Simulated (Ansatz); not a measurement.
# CH2BrMgO: the cost of one run

All numbers below are computed with Ansatz 0.2.0 (UKS B3LYP/def2-SVP).

1 further run of the same task is left out (it didn't finish).

### Step 1. The starting structure

Bond lengths: C1–O2 1.209 Å, O2–Mg3 1.896 Å, Mg3–Br4 2.269 Å, C1–H5 1.103 Å, C1–H6 1.103 Å. Angles: C1–O2–Mg3 179.7°, O2–C1–H5 121.2°, O2–C1–H6 121.2°, H5–C1–H6 117.6°, O2–Mg3–Br4 179.3°.

Structure file:

```xyz
6

C     0.5843    1.1934    0.5125
O     0.0865    0.1795    0.0822
Mg   -0.6850   -1.4132   -0.5985
Br   -1.6246   -3.3049   -1.4285
H     1.4413    1.6688    0.0073
H     0.1975    1.6763    1.4251
```

### Step 2. End point A

File input.yaml:

```yaml
crystal:
  periodic: [false, false, false]
  atoms:
    - { symbol: C, position_ang: [0.58431, 1.19344, 0.51246] }
    - { symbol: O, position_ang: [0.08648, 0.17947, 0.08222] }
    - { symbol: Mg, position_ang: [-0.68503, -1.41318, -0.59854] }
    - { symbol: Br, position_ang: [-1.6246, -3.30488, -1.42851] }
    - { symbol: H, position_ang: [1.44135, 1.66885, 0.00727] }
    - { symbol: H, position_ang: [0.19749, 1.67631, 1.42511] }
total_charge: 1
magnetization:
  spin_polarized: true
basis:
  gaussian: { orbitals: def2-SVP }
hamiltonian:
  xc: b3lyp
relax:
  f_tol: 0.02
  max_steps: 50
```

Launch:

```
$ ansatz run input.yaml --threads 2 --pin off --max-ram 3072MiB --backend cpu --events-out ev --progress --plain --runs-dir out
```

What time and memory should one allow on 2 threads of Arm Neoverse V1, shared host?

About 22 s, with a peak of 0.26 GiB.
